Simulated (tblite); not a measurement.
# C4H11BGe2S: the cost of one run

The runs use tblite 0.8.0 and PySCF 2.14.0, with density-fitted response routines of our own; the level of theory stands in each step. All values are computed, except where a source is named. Atoms count from 0, in the outputs and in this text.

**1. The starting structure**

19 atoms, charge 0, multiplicity 1; geometry from: force field or distance geometry start.

Bonds of the start (Å): C0–C1 1.19, C1–B2 1.55, B2–C3 1.58, C3–Ge4 1.97, C3–C5 1.53, C5–S6 1.83, S6–Ge7 2.23, C0–H8 1.06, B2–H9 1.18, C3–H10 1.11, Ge4–H11 1.55, Ge4–H12 1.55, Ge4–H13 1.54, C5–H14 1.10, C5–H15 1.11, Ge7–H16 1.55, Ge7–H17 1.54, Ge7–H18 1.55.

**2. Optimising the geometry with GFN2-xTB**

What the job is given:

```
{"job": {"kind": "relax", "xc": "GFN2-xTB", "basis": "xTB"}, "charge": 0, "multiplicity": 1}
C     -3.565400     2.332100    -0.338900
C     -2.777300     1.458800    -0.532200
B     -1.741600     0.329000    -0.752400
C     -0.738100    -0.087200     0.392200
Ge    -1.077200    -1.970400     0.849300
C      0.707900     0.114600    -0.054400
S      1.867400    -0.093300     1.343600
Ge     3.679600     0.277600     0.106300
H     -4.272900     3.105200    -0.174700
H     -1.716200    -0.211300    -1.800400
H     -0.941400     0.522100     1.300000
H     -2.565900    -2.143800     1.248900
H     -0.776200    -2.850000    -0.385200
H     -0.167500    -2.404100     2.020300
H      0.964900    -0.596300    -0.858000
H      0.833800     1.150200    -0.431600
H      3.750600    -0.786000    -1.021100
H      3.585800     1.681600    -0.526600
H      4.939900     0.180500     0.995700
```

Launch:

```bash
$ OMP_NUM_THREADS=1 python probes_run.py task.json out
```

This one command runs all jobs of the session in turn.

**Question.** How long does this first job take on 1 thread of Arm Neoverse N1, shared host?

About 3 s.
